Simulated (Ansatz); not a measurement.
# (0001) superlattice of 2 and 6 atomic planes of GaAs and AlAs, in-plane a of GaAs, 8 atoms

Wanted: the effect of changed settings on energy, forces, pressure and convergence.

Program: Ansatz 0.2.0, PAW, plane waves. These are calculated values, not measurements.

1 further run of the same task is left out (it didn't finish).

**1. The starting cell**

8 atoms (1 Ga, 3 Al, 4 As); a = 3.989 Å, b = 3.989 Å, c = 13.207 Å, α = 90.00°, β = 90.00°, γ = 120.00°. All atoms were shaken off their sites by about 0.02 Å along each axis.

**2. PBEsol single point**

in.yaml

```yaml
crystal:
  lattice:
    - [3.988925, 0.000000, 0.000000]
    - [-1.994463, 3.454511, 0.000000]
    - [0.000000, 0.000000, 13.206547]
  atoms:
    - { symbol: Ga, position: [0.348458, 0.670259, 0.999176] }
    - { symbol: Al, position: [0.327614, 0.660143, 0.499495] }
    - { symbol: Al, position: [0.674584, 0.347934, 0.248334] }
    - { symbol: Al, position: [0.664669, 0.330699, 0.748824] }
    - { symbol: As, position: [0.335874, 0.671245, 0.182320] }
    - { symbol: As, position: [0.328552, 0.671163, 0.686376] }
    - { symbol: As, position: [0.664674, 0.331421, 0.435277] }
    - { symbol: As, position: [0.668313, 0.339718, 0.936451] }
kpoints:
  mp_grid: { grid: [4, 4, 1] }
hamiltonian:
  xc: pbesol
scf:
  occupations: { method: fermi_dirac, width: 0.01 }
output:
  forces: true
  eigenvalues: true
  stress: true
  populations: true
```

Started as:

```sh
ansatz run in.yaml --threads 8 --pin off --max-ram 13300MiB --runs-dir r --events-out ev --progress --plain
```

**3. Run again with density threshold 1e-09 eV, density cutoff ratio 2, dispersion D3(BJ) with three-body term**

Edit in.yaml of step 2 so:

```diff
@@ -16,6 +16,10 @@
   mp_grid: { grid: [4, 4, 1] }
+basis: { ecutrho_ratio: 2 }
 hamiltonian:
   xc: pbesol
+  dispersion: d3bjatm
 scf:
   occupations: { method: fermi_dirac, width: 0.01 }
+  max_iter: 70
+  convergence: { dr2_threshold: 1e-09 }
 output:
@@ -24,2 +28 @@
   stress: true
-  populations: true
```

**4. Variant: functional Hartree–Fock**

Edit in.yaml of step 3 so:

```diff
@@ -16,10 +16,7 @@
   mp_grid: { grid: [4, 4, 1] }
-basis: { ecutrho_ratio: 2 }
 hamiltonian:
-  xc: pbesol
-  dispersion: d3bjatm
+  xc: hf
 scf:
   occupations: { method: fermi_dirac, width: 0.01 }
-  max_iter: 70
-  convergence: { dr2_threshold: 1e-09 }
+  max_iter: 90
 output:
```

**5. Changed settings: occupations Fermi–Dirac**

Edit in.yaml of step 4 so:

```diff
@@ -17,6 +17,6 @@
 hamiltonian:
-  xc: hf
+  xc: pbesol
 scf:
   occupations: { method: fermi_dirac, width: 0.01 }
-  max_iter: 90
+  max_iter: 60
 output:
```

**6. Run again with cutoff 650 eV, functional revPBE**

Edit in.yaml of step 5 so:

```diff
@@ -16,7 +16,8 @@
   mp_grid: { grid: [4, 4, 1] }
+basis: { ecutwfc: 650 }
 hamiltonian:
-  xc: pbesol
+  xc: revpbe
 scf:
   occupations: { method: fermi_dirac, width: 0.01 }
-  max_iter: 60
+  max_iter: 50
 output:
```

Q: Predict the outcome of this session. Wanted: for each run, settings; status; energy from base; forces from base.

The runs gave:

| settings | status | cycles | time | energy from base (meV/atom) | forces from base (eV/Å rms) | filled to empty level on the mesh (eV) |
| --- | --- | --- | --- | --- | --- | --- |
| base | converged | 7 | 0.8 s (8 CPU threads) | 0 | 0 | 0.98 |
| density threshold 1e-09 eV, density cutoff ratio 2, dispersion D3(BJ) with three-body term | converged, settings too loose | 10 | 0.8 s (8 CPU threads) | - | 0.001 | 0.98 |
| functional Hartree–Fock | converged | 33 | 26 s (8 CPU threads) | - | 0.080 | 7.36 |
| occupations Fermi–Dirac | converged | 7 | 0.7 s (8 CPU threads) | 0.0 | 0.000 | 0.98 |
| cutoff 650 eV, functional revPBE | converged | 8 | 1.2 s (8 CPU threads) | - | 0.035 | 1.14 |

**Reading.** Among these variants the forces move most with functional Hartree–Fock (0.080 eV/Å rms) and least with occupations Fermi–Dirac (0.000).
